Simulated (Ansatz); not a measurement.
# C₃H₁₁AlClN: up Jacob's ladder to CCSD(T)

The task here is to estimate one member of a computed series from the others.

Computed with Ansatz 0.2.0, Gaussian basis. Level: functionals in def2-TZVPP, the program's frozen cores in correlated methods.

Plan: LDA (SPW92), PBE-D4, revPBE-D4, BLYP-D4, r2SCAN-D4, B97M-V, PBE0-D4, B3LYP-D4, r2SCANh-D4, r2SCAN0-D4, HSE06-D4, BHLYP-D4, CAM-B3LYP-D4, LC-ωPBE, ωB97X-V, ωB97M-V, B2PLYP, PBE-QIDH; CCSD(T)/def2-SVP; MP2/def2-TZVPP; RPA on PBE.

1 further run of the same task is left out (it didn't finish). Runs told in other sessions of the task aren't counted.

## The geometry

An earlier PBE0-D4 in a triple-zeta def2 set relaxation fixed the geometry.

SMILES `C[NH2+][Al-]([CH3])([CH3])[Cl]`, 17 atoms, charge 0, spin multiplicity 1.

Atoms are counted from 1 here; the program's logs count them from 0.

Bond lengths: C1–N2 1.470 Å, C1–H7 1.092 Å, C1–H8 1.089 Å, C1–H9 1.089 Å, N2–Al3 2.040 Å, N2–H10 1.016 Å, N2–H11 1.016 Å, Al3–C4 1.963 Å, Al3–C5 1.963 Å, Al3–Cl6 2.167 Å, C4–H12 1.095 Å, C4–H13 1.095 Å, C4–H14 1.096 Å, C5–H15 1.095 Å, C5–H16 1.096 Å, C5–H17 1.095 Å. Angles: N2–C1–H7 112.2°, N2–C1–H8 108.9°, N2–C1–H9 108.9°, H7–C1–H8 109.2°, H7–C1–H9 109.2°, H8–C1–H9 108.3°, C1–N2–Al3 116.1°, C1–N2–H10 110.8°, C1–N2–H11 110.8°, Al3–N2–H10 106.5°, Al3–N2–H11 106.4°, H10–N2–H11 105.6°, N2–Al3–C4 103.4°, N2–Al3–C5 103.4°, N2–Al3–Cl6 94.8°, C4–Al3–C5 121.3°, C4–Al3–Cl6 114.3°, C5–Al3–Cl6 114.3° and more.

The first run:

Contents of in.yaml:

```yaml
crystal:
  periodic: [false, false, false]
  atoms:
    - {symbol: C, position_ang: [-0.261355, -1.681672, -1.080866]}
    - {symbol: N, position_ang: [0.331371, -0.357458, -1.315933]}
    - {symbol: Al, position_ang: [0.273675, 0.943995, 0.253412]}
    - {symbol: C, position_ang: [1.379223, 0.064190, 1.616072]}
    - {symbol: C, position_ang: [-1.647158, 1.236738, 0.532391]}
    - {symbol: Cl, position_ang: [1.274478, 2.549196, -0.804616]}
    - {symbol: H, position_ang: [-0.196289, -2.325605, -1.959954]}
    - {symbol: H, position_ang: [-1.307873, -1.556053, -0.805316]}
    - {symbol: H, position_ang: [0.256623, -2.157503, -0.248897]}
    - {symbol: H, position_ang: [-0.126377, 0.109447, -2.094015]}
    - {symbol: H, position_ang: [1.308186, -0.441999, -1.583590]}
    - {symbol: H, position_ang: [1.557969, 0.740441, 2.458432]}
    - {symbol: H, position_ang: [2.365983, -0.223931, 1.237871]}
    - {symbol: H, position_ang: [0.907626, -0.832734, 2.032834]}
    - {symbol: H, position_ang: [-2.166306, 1.535560, -0.384621]}
    - {symbol: H, position_ang: [-2.158740, 0.353970, 0.931880]}
    - {symbol: H, position_ang: [-1.810134, 2.043018, 1.255017]}
basis:
  gaussian: {orbitals: def2-TZVPP}
hamiltonian: {xc: lda}
output: {orbitals: {seedname: orbitals}}
```

Command:

```bash
$ ansatz run in.yaml --threads 4 --pin off --events-out ev --progress --plain --max-ram 11315MiB
```

Among the steps run: LDA; PBE-D4 (GGA); revPBE-D4 (GGA); BLYP-D4 (GGA); r2SCAN-D4 (meta-GGA); B97M-V (meta-GGA); PBE0-D4 (hybrid); B3LYP-D4 (hybrid); r2SCANh-D4 (hybrid); r2SCAN0-D4 (hybrid); HSE06-D4 (hybrid); BHLYP-D4 (hybrid); CAM-B3LYP-D4 (range-separated); LC-ωPBE (range-separated); ωB97X-V (range-separated); ωB97M-V (range-separated); B2PLYP (double hybrid); PBE-QIDH (double hybrid).

One of the session's tables, all rows but one given; the rest of the session is left out.

It belongs to the step «Frontier levels by functional». 

| functional | HOMO (eV) | gap (eV) |
| --- | --- | --- |
| LDA (SPW92) | -5.94 | 5.02 |
| PBE-D4 | -5.80 | 5.06 |
| revPBE-D4 | -5.75 | 5.10 |
| BLYP-D4 | -5.67 | 4.92 |
| r2SCAN-D4 | -6.08 | 5.98 |
| B97M-V | -6.16 | 5.57 |
| PBE0-D4 | -7.09 | 7.16 |
| B3LYP-D4 | -6.86 | 6.59 |
| r2SCANh-D4 | -6.56 | 6.71 |
| r2SCAN0-D4 | -7.27 | 7.77 |
| HSE06-D4 | -6.68 | 6.39 |
| BHLYP-D4 | -8.28 | 8.96 |
| CAM-B3LYP-D4 | ? | ? |
| LC-ωPBE | -9.83 | 12.01 |
| ωB97X-V | -9.47 | 11.40 |
| ωB97M-V | -9.32 | 10.80 |

Estimate the missing values for CAM-B3LYP-D4.

**Answer.** HOMO (eV): -8.46; gap (eV): 9.29. In the column «HOMO (eV)» it lies between ωB97M-V (-9.32) and BHLYP-D4 (-8.28).
